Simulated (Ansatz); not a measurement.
**HfO2 (100): surface bands without and with spin-orbit coupling**

Which states of the HfO2 (100) slab sit at its faces? Bands are computed with their weight on the outer planes, first scalar-relativistic and then with spin-orbit coupling at the same geometry.

Method: DFT PBE, scalar-relativistic, plane waves, PAW, in Ansatz 0.2.0.

2 further runs of the same task are left out: 2 set aside as unsound or not needed.

## (1) The system as given

It takes space group P4mm (No. 99, tetragonal). The conventional cell has a = 3.605 Å, b = 3.605 Å, c = 23.921 Å, α = 90.00°, β = 90.00°, γ = 90.00°. O (site symmetry 2mm) has 2 Hf at 2.04 Å as nearest neighbours. Hf (site symmetry 4mm) is surrounded by 4 O at 2.04 Å. O (site symmetry 2mm) has 2 Hf at 2.05 Å as nearest neighbours. Hf (site symmetry 4mm) is surrounded by 4 O at 2.05 Å. Around O (site symmetry 2mm) lie 2 Hf at 2.01 Å. Around Hf (site symmetry 4mm) lie 4 O at 2.01 Å.

Structure file:

```cif
data_structure
_symmetry_space_group_name_H-M 'P4mm'
_symmetry_Int_Tables_number 99
_cell_length_a 3.6046
_cell_length_b 3.6046
_cell_length_c 23.9208
_cell_angle_alpha 90.000
_cell_angle_beta 90.000
_cell_angle_gamma 90.000
_cell_volume 310.80
loop_
_atom_site_label
_atom_site_type_symbol
_atom_site_symmetry_multiplicity
_atom_site_Wyckoff_symbol
_atom_site_fract_x
_atom_site_fract_y
_atom_site_fract_z
_atom_site_occupancy
O1 O 2 c 0.50000 0.00000 0.31346 1
Hf1 Hf 1 b 0.50000 0.50000 0.35334 1
O2 O 2 c 0.00000 0.50000 0.42298 1
Hf2 Hf 1 a 0.00000 0.00000 0.46366 1
O3 O 2 c 0.50000 0.00000 0.53274 1
Hf3 Hf 1 b 0.50000 0.50000 0.57343 1
O4 O 2 c 0.00000 0.50000 0.64238 1
Hf4 Hf 1 a 0.00000 0.00000 0.67991 1
```

Miller indices refer to the conventional cell of the relaxed bulk, Fm-3m (No. 225): a = 5.098 Å, b = 5.098 Å, c = 5.098 Å, α = 90.00°, β = 90.00°, γ = 90.00°.

As cut, it was a (100) slab, 8.9 Å thick as cut, with 15 Å of vacuum; its outer planes are Hf (top) and O (bottom); it was relaxed in an earlier run.

## (2) Scalar-relativistic bands

A dipole layer in the vacuum cancels the field that periodic copies would set up if the slab's two faces differ.

input.yaml reads:

```yaml
crystal:
  lattice:
    - [3.6045556804, 0.0, 0.0]
    - [0.0, 3.6045556804, 0.0]
    - [0.0, 0.0, 23.9208201766]
  atoms:
    - { symbol: O, position: [0.5, 0.0, 0.3134563576] }
    - { symbol: O, position: [0.0, 0.5, 0.3134563576] }
    - { symbol: Hf, position: [0.5, 0.5, 0.353343129] }
    - { symbol: O, position: [0.0, 0.5, 0.4229775345] }
    - { symbol: O, position: [0.5, 0.0, 0.4229775345] }
    - { symbol: Hf, position: [0.0, 0.0, 0.4636564942] }
    - { symbol: O, position: [0.5, 0.0, 0.532738055] }
    - { symbol: O, position: [0.0, 0.5, 0.532738055] }
    - { symbol: Hf, position: [0.5, 0.5, 0.5734296409] }
    - { symbol: O, position: [0.0, 0.5, 0.6423839237] }
    - { symbol: O, position: [0.5, 0.0, 0.6423839237] }
    - { symbol: Hf, position: [0.0, 0.0, 0.6799072229] }
basis:
  ecutwfc: 420
kpoints:
  mp_grid: { grid: [7, 7, 1] }
  band_path:
    path: [[0.5, 0, 0], [0, 0, 0], [0.5, 0.5, 0], [0.5, 0, 0]]
    npoints: 12
hamiltonian:
  xc: pbe
scf:
  occupations: { method: gaussian, width: 0.05 }
  n_extra_bands: 30
output:
  forces: true
  eigenvalues: true
  populations: true
  fatbands: true
  write_density: true
  write_potential: true
  elf: true
  volumetric_format: npy
efield:
  axis: 3
  dipole_correction: true
  ramp_width: 0.04
```

Command:

```console
$ ansatz run input.yaml --threads 2 --pin off --max-ram 5120MiB --backend cpu --events-out ev --progress --plain --runs-dir out
```

## (3) Bands with spin-orbit coupling

input.yaml: that of step 2 with these lines changed.

```diff
@@ -29,3 +29,3 @@
   occupations: { method: gaussian, width: 0.05 }
-  n_extra_bands: 30
+  n_extra_bands: 60
 output:
@@ -39,2 +39,5 @@
   volumetric_format: npy
+magnetization:
+  noncollinear: true
+  spin_orbit: true
 efield:
```

## (4) The bulk with spin-orbit coupling

input.yaml reads:

```yaml
crystal:
  lattice:
    - [0.0, 2.5488057648, 2.5488057648]
    - [2.5488057648, 0.0, 2.5488057648]
    - [2.5488057648, 2.5488057648, 0.0]
  atoms:
    - { symbol: Hf, position: [0.0, 0.0, 0.0] }
    - { symbol: O, position: [0.25, 0.25, 0.25] }
    - { symbol: O, position: [0.75, 0.75, 0.75] }
basis:
  ecutwfc: 420
kpoints:
  mp_grid: { grid: [8, 8, 8] }
hamiltonian:
  xc: pbe
scf:
  occupations: { method: gaussian, width: 0.02 }
output:
  forces: true
  stress: true
  eigenvalues: true
magnetization:
  noncollinear: true
  spin_orbit: true
```

(Steps that only read results are left out.)

Q: Predict the outcome of this session. Wanted: work function, top face; gap of the slab on the mesh; gap of the bulk on the mesh; surface energy.

**Answer**, as computed:

| quantity | value |
| --- | --- |
| work function, top face (scalar, spin-orbit) | 4.86 eV, 4.74 eV |
| gap of the slab on the mesh (scalar, spin-orbit) | none (metal or semimetal), none (metal or semimetal) |
| gap of the bulk on the mesh (scalar, spin-orbit) | 3.75 eV, 3.75 eV |
| surface energy (scalar, spin-orbit) | 4.96 J/m², 4.93 J/m² |

Without spin-orbit coupling, states with over 70 % of their weight on the two outermost planes of each face (which hold 50 % of the atoms) lie within 0.3 eV of the Fermi level on 76 % of the path, at X, Γ among the named points. With spin-orbit coupling, states with over 70 % of their weight on the two outermost planes of each face (which hold 50 % of the atoms) lie within 0.3 eV of the Fermi level on 78 % of the path, at X, Γ among the named points. Spin-orbit coupling changes the work function by -0.125 eV. The share is a threshold, so a state just under it isn't absent; the pictures show the weights themselves.
